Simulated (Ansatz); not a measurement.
# GaC18: the cost of one run

Method: DFT PBEsol, plane waves, PAW, scalar-relativistic, collinear spin, in Ansatz 0.2.0.

## (1) Starting point

The cell holds 19 atoms (C18Ga): a = 7.398 Å, b = 7.398 Å, c = 12.000 Å, α = 90.00°, β = 90.00°, γ = 120.00°.

As a file:

```
C Ga
1.0
     7.39800    0.00000    0.00000
    -3.69900    6.40686    0.00000
     0.00000    0.00000   12.00000
C Ga
18 1
Direct
  0.00000 0.00000 0.08333
  0.22222 0.11111 0.08333
  0.00000 0.33333 0.08333
  0.22222 0.44444 0.08333
  0.00000 0.66667 0.08333
  0.22222 0.77778 0.08333
  0.33333 0.00000 0.08333
  0.55556 0.11111 0.08333
  0.33333 0.33333 0.08333
  0.55556 0.44444 0.08333
  0.33333 0.66667 0.08333
  0.55556 0.77778 0.08333
  0.66667 0.00000 0.08333
  0.88889 0.11111 0.08333
  0.66667 0.33333 0.08333
  0.88889 0.44444 0.08333
  0.66667 0.66667 0.08333
  0.88889 0.77778 0.08333
  0.10528 0.55303 0.20750
```

## (2) Relaxing end A

Contents of input.yaml:

```yaml
crystal:
  lattice:
    - [7.398, 0.0, 0.0]
    - [-3.699, 6.406856, 0.0]
    - [0.0, 0.0, 12.0]
  atoms:
    - { symbol: C, position: [0.0, 0.0, 0.0833333] }
    - { symbol: C, position: [0.2222222, 0.1111111, 0.0833333] }
    - { symbol: C, position: [0.0, 0.3333333, 0.0833333] }
    - { symbol: C, position: [0.2222222, 0.4444444, 0.0833333] }
    - { symbol: C, position: [0.0, 0.6666667, 0.0833333] }
    - { symbol: C, position: [0.2222222, 0.7777778, 0.0833333] }
    - { symbol: C, position: [0.3333333, 0.0, 0.0833333] }
    - { symbol: C, position: [0.5555556, 0.1111111, 0.0833333] }
    - { symbol: C, position: [0.3333333, 0.3333333, 0.0833333] }
    - { symbol: C, position: [0.5555556, 0.4444444, 0.0833333] }
    - { symbol: C, position: [0.3333333, 0.6666667, 0.0833333] }
    - { symbol: C, position: [0.5555556, 0.7777778, 0.0833333] }
    - { symbol: C, position: [0.6666667, 0.0, 0.0833333] }
    - { symbol: C, position: [0.8888889, 0.1111111, 0.0833333] }
    - { symbol: C, position: [0.6666667, 0.3333333, 0.0833333] }
    - { symbol: C, position: [0.8888889, 0.4444444, 0.0833333] }
    - { symbol: C, position: [0.6666667, 0.6666667, 0.0833333] }
    - { symbol: C, position: [0.8888889, 0.7777778, 0.0833333] }
    - { symbol: Ga, position: [0.1052775, 0.5530329, 0.2075], spin: 1.0 }
magnetization:
  spin_polarized: true
basis:
  ecutwfc: 420.0
kpoints:
  mp_grid: { grid: [2, 2, 1] }
hamiltonian:
  xc: pbesol
scf:
  occupations: { method: gaussian, width: 0.05 }
  lower_state_search: "off"
relax:
  f_tol: 0.03
  max_steps: 60
  adjacent_minimum: "off"
```

Run with:

```sh
$ ansatz run input.yaml --threads 2 --pin off --max-ram 5120MiB --backend cpu --events-out ev --progress --plain --runs-dir out
```

**Question.** How long does this run take on 2 threads of Arm Neoverse V2, shared host, and how much memory does it need?

About 54 s, with a peak of 0.95 GiB.
